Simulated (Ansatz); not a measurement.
# SbH (singlet): from Hartree-Fock to the top rungs at distance Sb1–H2 = 2.045 Å, def2-SVP

The task here is to estimate one member of a computed series from the others.

The runs use Ansatz 0.2.0, Gaussian basis; def2-SVP, core rule «outside noble gas», up to 9 orbitals frozen.

The runs, in order: UHF; CCSD(T) on RHF; CCSD(T) on UHF; BCCD(T) on RHF; CISD; CCSDT(Q) on RHF; CCSDT(Q) on UHF; CISDTQ; CCSDTQ on RHF; CASSCF and MRCISD+Q, 2 electrons in 2 orbitals; CASSCF and NEVPT2, 2 electrons in 2 orbitals; CASSCF and MRCISD+Q, 6 electrons in 5 orbitals; CASSCF and NEVPT2, 6 electrons in 5 orbitals; Full CI.

22 further runs of the same task are left out: 18 that didn't finish, 4 set aside as unsound or not needed.

**The system**

The geometry derives from a PBE0/def2-TZVP stationary point (not a proven minimum). One bond is set to the value named and the two fragments are kept rigid. No spin-orbit coupling is included. Elements past krypton take def2 core potentials.

2 atoms, charge 0, spin multiplicity 1.

Atoms are counted from 1 here; the program's logs count them from 0.

Bond lengths: Sb1–H2 2.045 Å.

Set-up of the first run:

The input, in.yaml:

```yaml
crystal:
  periodic: [false, false, false]
  atoms:
    - {symbol: Sb, position_ang: [0.000000, 0.000000, 0.000000]}
    - {symbol: H, position_ang: [0.000000, 0.000000, 2.045000]}
basis:
  gaussian: {orbitals: def2-SVP}
magnetization: {spin_polarized: true, initial_magnetization: 0}
hamiltonian: {xc: hf}
output: {orbitals: {seedname: orbitals}}
```

Command:

```console
> ansatz run in.yaml --threads 1 --pin off --events-out ev --progress --plain --max-ram 2393MiB
```

Among the steps run: UHF; CCSD(T) on RHF; CCSD(T) on UHF; BCCD(T) on RHF; CISD; CCSDT(Q) on RHF; CCSDT(Q) on UHF; CISDTQ; CCSDTQ on RHF; CASSCF and MRCISD+Q, 2 electrons in 2 orbitals; CASSCF and NEVPT2, 2 electrons in 2 orbitals; CASSCF and MRCISD+Q, 6 electrons in 5 orbitals; CASSCF and NEVPT2, 6 electrons in 5 orbitals; Full CI.

One of the session's tables, all rows but one given; the rest of the session is left out.

It belongs to the step «Misses and costs». 

| method | from FCI (meV) |
| --- | --- |
| RHF | +3150.5 |
| RMP2 | +1081.2 |
| CISD | +487.5 |
| RCCSD | +269.8 |
| RCCSD(T) | +119.2 |
| BCCD(T) | +121.5 |
| RCCSDT | ? |
| CISDTQ | +21.3 |
| RCCSDT(Q) | -2.3 |
| RCCSDTQ | +0.2 |
| CASSCF valence | +1927.4 |
| NEVPT2 valence | +463.6 |
| MRCISD valence | +68.5 |
| MRCISD+Q valence | -27.8 |
| FCI | 0 |

**Question.** Estimate the row for RCCSDT.

**Answer.** from FCI (meV): +6.9. In the column «from FCI (meV)» it lies between RCCSDTQ (+0.2) and CISDTQ (+21.3).

Left out of the table: CASSCF pair, NEVPT2 pair, MRCISD pair, MRCISD+Q pair (the active space lost an orbital or holds another state than full CI finds).

Caveats from the session: The report flags that the cluster equations may have other roots. Left out of the table: UHF, UMP2, UCCSD, UCCSD(T), UCCSDT, UCCSDT(Q) (another determinant or state than the rows shown). The program flags RCCSDT(Q), RCCSDTQ as in doubt, so those rows may rest on another solution; read them beside their warnings. RCCSDT(Q), MRCISD+Q valence fall below full CI, which methods that aren't variational can do. Warnings in the runs' records: passed over end.
